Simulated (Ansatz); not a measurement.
# GeH₄S: small, medium and large basis sets

How large a basis does GeH₄S need? Two functionals are run in growing sets.

Computed with Ansatz 0.2.0, Gaussian basis. Level: one geometry, several basis sets.

Levels to be run: PBE0-D4/def2-SVP; ωB97M-V/def2-SVP; PBE0-D4/def2-QZVPP; ωB97M-V/def2-QZVPP; the functionals' def2-TZVPP values are taken from earlier runs.

## 1. Structure used throughout

The geometry comes from an earlier relaxation with PBE0-D4 in a triple-zeta def2 set; it is a stationary point.

SMILES `[SH][GeH3]`, 6 atoms, charge 0, spin multiplicity 1.

Atoms are counted from 1 here; the program's logs count them from 0.

Bond lengths: S1–Ge2 2.224 Å, S1–H3 1.343 Å, Ge2–H4 1.536 Å, Ge2–H5 1.536 Å, Ge2–H6 1.533 Å. Angles: Ge2–S1–H3 94.6°, S1–Ge2–H4 110.4°, S1–Ge2–H5 110.4°, S1–Ge2–H6 104.8°, H4–Ge2–H5 109.8°, H4–Ge2–H6 110.6°, H5–Ge2–H6 110.6°.

As a file:

| atom | x (Å) | y (Å) | z (Å) |
| --- | --- | --- | --- |
| S1 | 0.84336 | -1.11741 | 1.01216 |
| Ge2 | -0.18002 | 0.50150 | -0.11856 |
| H3 | 0.57445 | -2.06921 | 0.10378 |
| H4 | -1.66763 | 0.16627 | -0.30592 |
| H5 | 0.48558 | 0.70236 | -1.48865 |
| H6 | -0.01363 | 1.75250 | 0.75100 |

## 2. PBE0-D4 in def2-SVP

File in.yaml:

```yaml
crystal:
  periodic: [false, false, false]
  atoms:
    - {symbol: S, position_ang: [0.843356, -1.117412, 1.012156]}
    - {symbol: Ge, position_ang: [-0.180024, 0.501495, -0.118559]}
    - {symbol: H, position_ang: [0.574451, -2.069214, 0.103776]}
    - {symbol: H, position_ang: [-1.667631, 0.166271, -0.305924]}
    - {symbol: H, position_ang: [0.485582, 0.702361, -1.488652]}
    - {symbol: H, position_ang: [-0.013634, 1.752498, 0.751002]}
basis:
  gaussian: {orbitals: def2-SVP}
hamiltonian: {xc: pbe0, dispersion: d4}
output: {orbitals: {seedname: orbitals}}
```

After this run come: ωB97M-V in def2-SVP; PBE0-D4 in def2-QZVPP; ωB97M-V in def2-QZVPP.

Q: Predict the results of all the runs planned. Wanted: PBE0-D4: double and triple zeta above quadruple; ωB97M-V: double and triple zeta above quadruple.

The runs gave:

| quantity | value |
| --- | --- |
| PBE0-D4: double and triple zeta above quadruple | 12.54, 1.56 eV |
| ωB97M-V: double and triple zeta above quadruple | 12.49, 1.53 eV |

What this shows: For PBE0-D4 the step from double to triple zeta gains 10.98 eV and the next only 1.56 eV. These are total energies; as a rule much of such shifts cancels in differences, which this series doesn't test. The LUMO of ωB97M-V is positive and keeps falling with the basis (2.26 to 1.29 eV): an unbound level that the basis holds in place.
